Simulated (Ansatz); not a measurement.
# CH4N2OSn: the cost of one run

Program: Ansatz 0.2.0. Level of theory: RKS PBE0-D4/def2-SVP. These are calculated values, not measurements.

1 further run of the same task is left out (it didn't finish).

## (1) The starting structure

Bond lengths: N1–Sn2 2.024 Å, Sn2–N3 1.953 Å, N3–C4 1.278 Å, Sn2–O5 1.893 Å, C4–O5 1.524 Å, N1–H6 1.073 Å, N1–H7 1.092 Å, Sn2–H8 1.736 Å, C4–H9 1.121 Å. Angles: N1–Sn2–N3 111.5°, N1–Sn2–O5 113.4°, N1–Sn2–H8 121.3°, N3–Sn2–O5 65.0°, N3–Sn2–H8 115.4°, O5–Sn2–H8 117.3°, Sn2–N1–H6 107.8°, Sn2–N1–H7 106.4°, H6–N1–H7 101.7°, Sn2–N3–C4 100.8°, N3–C4–O5 94.7°, N3–C4–H9 139.0°, O5–C4–H9 125.5°, Sn2–O5–C4 94.7°.

Structure file:

```xyz
9

N    -0.2020   -0.0028   -2.0884
Sn    0.1097   -0.7545   -0.2350
N     1.2140    0.4402    0.8448
C     0.4419    0.6432    1.8433
O    -0.8193    0.1834    1.1215
H    -1.1804   -0.3074   -2.4060
H    -0.3338    1.0748   -1.9667
H     0.3839   -2.4505    0.0158
H     0.4745    1.1273    2.8536
```

## (2) End point A

input.yaml

```yaml
crystal:
  periodic: [false, false, false]
  atoms:
    - { symbol: "N", position_ang: [-0.202, -0.0028, -2.0884] }
    - { symbol: Sn, position_ang: [0.1097, -0.7545, -0.235] }
    - { symbol: "N", position_ang: [1.214, 0.4402, 0.8448] }
    - { symbol: C, position_ang: [0.4419, 0.6432, 1.8433] }
    - { symbol: O, position_ang: [-0.8193, 0.1834, 1.1215] }
    - { symbol: H, position_ang: [-1.1804, -0.3074, -2.406] }
    - { symbol: H, position_ang: [-0.3338, 1.0748, -1.9667] }
    - { symbol: H, position_ang: [0.3839, -2.4505, 0.0158] }
    - { symbol: H, position_ang: [0.4745, 1.1273, 2.8536] }
basis:
  gaussian: { orbitals: def2-SVP }
hamiltonian:
  xc: pbe0
  dispersion: d4
relax:
  f_tol: 0.015
  max_steps: 40
output:
  orbitals: {}
```

The run is started by

```
$ ansatz run input.yaml --threads 2 --pin off --max-ram 3072MiB --backend cpu --events-out ev --progress --plain --runs-dir out
```

**Question.** How long does this run take on 2 threads of Arm Neoverse V2, shared host, and how much memory does it need?

About 32 s, with a peak of 0.24 GiB.
